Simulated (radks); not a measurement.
# Hg⁴⁺ in [Xe] 4f14 5d7.5 6d0.5: an all-electron calculation

Wanted: eigenvalues, radial structure and energy terms of the mercury ion Hg4+.

Program: radks (a radial shooting solver on a logarithmic mesh, Libxc functionals) version 1. Level of theory: scalar-relativistic Kohn-Sham, XLYP, spin-unpolarised, spherical densities, finite nucleus. These are calculated values, not measurements, unless marked.

**1. Starting point**

```
element            : mercury (Z = 80)
charge             : +4
electrons          : 76
configuration      : [Xe] 4f14 5d7.5 6d0.5
nuclear rms radius : 5.4648 fm
```

**2. Self-consistent calculation**

Settings of this run:

```text
Z 80
configuration [Xe] 4f14 5d7.5 6d0.5
relativity scalar-relativistic
functional xlyp
spin unpolarised
nucleus finite rms 5.4648 fm
c 137.035999084
```

Command:

```bash
$ python run_ks.py task.json out
```

All runs below come from this command, one after another.

Q: Predict the outcome of this run.

The runs gave:

| quantity | value |
| --- | --- |
| total energy | -19615.1737 hartree |
| exchange-correlation share of it | 1.89 % |
| −T/E | 1.1219 |
| highest occupied level | 6d, -23.104 eV |
| most extended occupied level | 6d, <r> = 3.38 bohr |
| radius at density 0.001 e/bohr³ | 3.77 bohr |
| maxima of the radial density | 4 |

6 principal shells are occupied and 4 maxima appear in the radial density; where shells overlap, one shows as a shoulder or not at all. −T/E is 1.122: with relativity the kinetic term as defined here no longer equals −E. This is not the tabulated ground configuration, so its levels and sizes aren't those of the ground state, and no measured value stands beside it.
